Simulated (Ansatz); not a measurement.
# Cl4H2OW: the cost of one run

Method: RKS B3LYP-D4/def2-SVP, in Ansatz 0.2.0.

### Step 1. The system as given

Bond lengths: W1–H2 1.720 Å, W1–Cl3 2.390 Å, W1–Cl4 2.390 Å, W1–Cl5 2.390 Å, W1–Cl6 2.390 Å, W1–O7 1.940 Å, O7–H8 1.010 Å. Angles (14 of 16 angles, heavy atoms first): Cl3–W1–Cl4 90.0°, Cl3–W1–Cl5 180.0°, Cl3–W1–Cl6 90.0°, Cl3–W1–O7 90.0°, Cl4–W1–Cl5 90.0°, Cl4–W1–Cl6 180.0°, Cl4–W1–O7 90.0°, Cl5–W1–Cl6 90.0°, Cl5–W1–O7 90.0°, Cl6–W1–O7 90.0°, H2–W1–Cl3 90.0°, H2–W1–Cl4 90.0°, H2–W1–Cl5 90.0°, H2–W1–Cl6 90.0°.

As a file:

```xyz
8

W     0.0000    0.0000    0.0000
H     0.0000    0.0000    1.7200
Cl    2.3900    0.0000    0.0000
Cl    0.0000    2.3900    0.0000
Cl   -2.3900    0.0000    0.0000
Cl    0.0000   -2.3900    0.0000
O     0.0000    0.0000   -1.9400
H     0.5278    0.7924   -2.2771
```

### Step 2. Relaxing the start

input.yaml

```yaml
crystal:
  periodic: [false, false, false]
  atoms:
    - { symbol: W, position_ang: [0.0, 0.0, 0.0] }
    - { symbol: H, position_ang: [0.0, 0.0, 1.72] }
    - { symbol: Cl, position_ang: [2.39, 0.0, 0.0] }
    - { symbol: Cl, position_ang: [0.0, 2.39, 0.0] }
    - { symbol: Cl, position_ang: [-2.39, 0.0, 0.0] }
    - { symbol: Cl, position_ang: [0.0, -2.39, 0.0] }
    - { symbol: O, position_ang: [0.0, 0.0, -1.94] }
    - { symbol: H, position_ang: [0.5278, 0.7924, -2.2771] }
basis:
  gaussian: { orbitals: def2-SVP }
hamiltonian:
  xc: b3lyp
  dispersion: d4
relax:
  f_tol: 0.02
  max_steps: 40
```

The run is started by

```bash
> ansatz run input.yaml --threads 2 --pin off --max-ram 3072MiB --backend cpu --events-out ev --progress --plain --runs-dir out
```

Q: Estimate wall time and peak memory on 2 threads of Arm Neoverse V1, shared host.

About 98 s, with a peak of 0.37 GiB.
